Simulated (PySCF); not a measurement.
# C4H2ClF3O: the cost of one run

Computed with PySCF 2.14.0 and routines of our own; the level stands in each step. Atoms count from 0.

## 1. The starting structure

11 atoms, charge 0, multiplicity 1; geometry from: GFN2-xTB.

## 2. Magnetic properties: GIAO PBE/pcSseg-1

The job: settings as JSON, then the geometry in Å.

```
{"job": {"kind": "mag", "xc": "PBE", "basis": "pcSseg-1", "isotopologues": 0}, "charge": 0, "multiplicity": 1}
O      2.423019     0.634951     0.077025
C      1.526652    -0.158986     0.147950
C      0.096704     0.183868    -0.026954
C     -0.239676     1.459477    -0.279602
Cl    -1.782082     2.086203    -0.512897
C     -0.850061    -0.979596     0.102684
F     -0.570219    -1.934608    -0.802126
F     -2.138098    -0.675137    -0.051357
F     -0.735607    -1.565091     1.308030
H      1.704220    -1.227280     0.353988
H      0.570572     2.178868    -0.342704
```

Level: GIAO PBE/pcSseg-1 magnetisability, rotational g tensor and spin-rotation constants, non-relativistic, gas phase.

The run is started by

```sh
$ OMP_NUM_THREADS=1 python excited_run.py task.json out
```

This one command runs all jobs of the session in turn.

**Question.** How long does this first job take on 1 thread of Arm Neoverse V1, shared host, and how much memory does it need?

About 50 s, with a peak of 0.62 GiB.
